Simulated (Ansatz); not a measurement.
# W: a surface, (110), 1 layers

What do the surfaces of W (110), 1 layers cost, and how tightly do they hold an electron? The runs shown use PAW. Its runs: bulk cell relaxed (PAW); bulk in the slab's orientation (PAW); the reference run (PAW); spin-orbit coupling on (PAW); no images along the normal (PAW).

Program: Ansatz 0.2.0. Level of theory: DFT PBE, with the methods named in each step. These are calculated values, not measurements.

1 further run of the same task is left out (set aside as unsound or not needed).

## Step 1: The system as given

The structure is cubic, space group Im-3m (No. 229). The conventional cell has a = 3.184 Å, b = 3.184 Å, c = 3.184 Å, α = 90.00°, β = 90.00°, γ = 90.00°. Around W (site symmetry m-3m) lie 8 W at 2.76 Å.

Coordinates:

```xyz
1
Lattice="-1.5922 1.5922 1.5922 1.5922 -1.5922 1.5922 1.5922 1.5922 -1.5922" Properties=species:S:1:pos:R:3 pbc="T T T"
W     0.0000    0.0000    0.0000
```

## Step 2: Bulk cell relaxed, PAW

Contents of input.yaml:

```yaml
crystal:
  lattice:
    - [-1.5921819128, 1.5921819128, 1.5921819128]
    - [1.5921819128, -1.5921819128, 1.5921819128]
    - [1.5921819128, 1.5921819128, -1.5921819128]
  atoms:
    - { symbol: W, position: [0.0, 0.0, 0.0] }
kpoints:
  mp_grid: { grid: [19, 19, 19] }
scf:
  occupations: { method: fermi_dirac, width: 0.1 }
hamiltonian:
  xc: pbe
  pseudopotentials: { kind: paw }
output:
  forces: true
  stress: true
relax:
  f_tol: 0.005
  max_steps: 40
  cell: {}
```

Started as:

```console
ansatz run input.yaml --threads 1 --pin off --max-ram 3584MiB --backend cpu --events-out ev --progress --plain --runs-dir out
```

After this run come: Bulk in the slab's orientation, PAW; Slab as cut, PAW; Spin-orbit coupling on, PAW; No images along the normal, PAW.

Before running it: what results should come out? Wanted: surface energy; work function.

**Answer**, as computed:

| quantity | value |
| --- | --- |
| surface energy (PAW, cut) | 3.70 J/m² |
| work function (PAW, cut) | 5.30 eV |

Spin-orbit coupling on moves the work function by -0.02 eV (PAW). Thickness wasn't converged, and no reconstruction was sought.
